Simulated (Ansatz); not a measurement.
# TiAl3: the cost of one run

Program: Ansatz 0.2.0. Level of theory: DFT LDA, scalar-relativistic, plane waves, PAW. These are calculated values, not measurements.

3 further runs of the same task are left out: 1 that didn't finish, 2 set aside as unsound or not needed.

### 1 Starting point

The structure is tetragonal, space group I4/mmm (No. 139). Conventional cell: a = 3.785 Å, b = 3.785 Å, c = 8.465 Å, α = 90.00°, β = 90.00°, γ = 90.00°. Ti (site symmetry 4/mmm) has 12 Al at 2.68 to 2.84 Å as nearest neighbours. Al (site symmetry 4/mmm) is surrounded by 4 Ti at 2.68 Å and 8 Al at 2.84 Å. Al (site symmetry -4m2) is surrounded by 8 Al at 2.68 to 2.84 Å and 4 Ti at 2.84 Å.

Structure file:

```
Ti Al
1.0
    -1.89258    1.89258    4.23273
     1.89258   -1.89258    4.23273
     1.89258    1.89258   -4.23273
Ti Al
1 3
Direct
  0.00000 0.00000 0.00000
  0.50000 0.50000 0.00000
  0.75000 0.25000 0.50000
  0.25000 0.75000 0.50000
```

It goes back to an entry of the Materials Project, which need not be the stable form.

It is the result of an earlier relaxation at this level (volume 15.16 Å³/atom; gap on the mesh: none (metal)).

### 2 The cell under 3 GPa

What is minimised here is the enthalpy; the energy can go up as the cell is squeezed.

The input, input.yaml:

```yaml
crystal:
  lattice:
    - [-1.8925770959, 1.8925770959, 4.2327293289]
    - [1.8925770959, -1.8925770959, 4.2327293289]
    - [1.8925770959, 1.8925770959, -4.2327293289]
  atoms:
    - { symbol: Ti, position: [0.0, 0.0, 0.0] }
    - { symbol: Al, position: [0.5, 0.5, 0.0] }
    - { symbol: Al, position: [0.75, 0.25, 0.5] }
    - { symbol: Al, position: [0.25, 0.75, 0.5] }
basis:
  ecutwfc: 420
kpoints:
  mp_grid: { grid: [16, 16, 16] }
hamiltonian:
  xc: lda
scf:
  occupations: { method: fermi_dirac, width: 0.15 }
output:
  forces: true
  stress: true
  eigenvalues: true
relax:
  adjacent_minimum: "off"
  f_tol: 0.001
  max_steps: 60
  cell: { stress_tol: 0.02, p_target: 3.0 }
```

Command:

```sh
$ ansatz run input.yaml --threads 1 --pin off --max-ram 3072MiB --backend cpu --events-out ev --progress --plain --runs-dir out
```

**Question.** How long does this run take on 1 thread of Intel Xeon at 2.50GHz (Skylake/Cascade Lake), shared host, and how much memory does it need?

About 7.1 min, with a peak of 0.61 GiB.
